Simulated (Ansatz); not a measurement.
# In3S2: the cost of one run

Method: DFT PBE, scalar-relativistic, plane waves, PAW, in Ansatz 0.2.0.

1 further run of the same task is left out (it didn't finish).

### 1 The system as given

The structure is hexagonal, space group P6/mmm (No. 191). The conventional cell has a = 5.919 Å, b = 5.919 Å, c = 8.415 Å, α = 90.00°, β = 90.00°, γ = 120.00°. Around In (site symmetry 3m) lie 1 S at 2.08 Å. In (site symmetry 6mm) is surrounded by 1 S at 1.66 Å. Around S (site symmetry 6/mmm) lie 2 In at 1.66 Å. S (site symmetry -6m2) is surrounded by 2 In at 2.08 Å. S (site symmetry 6/mmm) has 2 In at 2.55 Å as nearest neighbours.

Coordinates:

```
CELL_PARAMETERS angstrom
5.91857 0.00000 0.00000
-2.95928 5.12563 0.00000
0.00000 0.00000 8.41535
ATOMIC_POSITIONS crystal
In 0.33333 0.66667 0.75333
In 0.33333 0.66667 0.24667
In 0.66667 0.33333 0.24667
In 0.66667 0.33333 0.75333
In 0.00000 0.00000 0.69729
In 0.00000 0.00000 0.30271
S 0.00000 0.00000 0.50000
S 0.33333 0.66667 0.00000
S 0.66667 0.33333 0.00000
S 0.00000 0.00000 0.00000
```

A structure generator made this guess: random cell by space group and Wyckoff sites (P6/mmm, No. 191). Lengths come from tabulated atomic sizes and are only a guess.

### 2 Probe: one point on a coarse mesh

input.yaml reads:

```yaml
crystal:
  lattice:
    - [5.91856698, 0.0, 0.0]
    - [-2.95928349, 5.12562936, 0.0]
    - [0.0, 0.0, 8.41535205]
  atoms:
    - { symbol: In, position: [0.33333333, 0.66666667, 0.7533262] }
    - { symbol: In, position: [0.33333333, 0.66666667, 0.2466738] }
    - { symbol: In, position: [0.66666667, 0.33333333, 0.2466738] }
    - { symbol: In, position: [0.66666667, 0.33333333, 0.7533262] }
    - { symbol: In, position: [0.0, 0.0, 0.69728919] }
    - { symbol: In, position: [0.0, 0.0, 0.30271081] }
    - { symbol: S, position: [0.0, 0.0, 0.5] }
    - { symbol: S, position: [0.33333333, 0.66666667, 0.0] }
    - { symbol: S, position: [0.66666667, 0.33333333, 0.0] }
    - { symbol: S, position: [0.0, 0.0, 0.0] }
basis:
  ecutwfc: 420
kpoints:
  mp_grid: { grid: [3, 3, 2] }
hamiltonian:
  xc: pbe
scf:
  occupations: { method: gaussian, width: 0.1 }
  lower_state_search: "off"
output:
  forces: true
  stress: true
  eigenvalues: true
```

The run is started by

```
ansatz run input.yaml --threads 1 --pin off --max-ram 2560MiB --backend cpu --events-out ev --progress --plain --runs-dir out
```

What time and memory should one allow on 1 thread of Intel Xeon 6975P-C (Granite Rapids), shared host?

About 3.8 s, with a peak of 0.54 GiB.
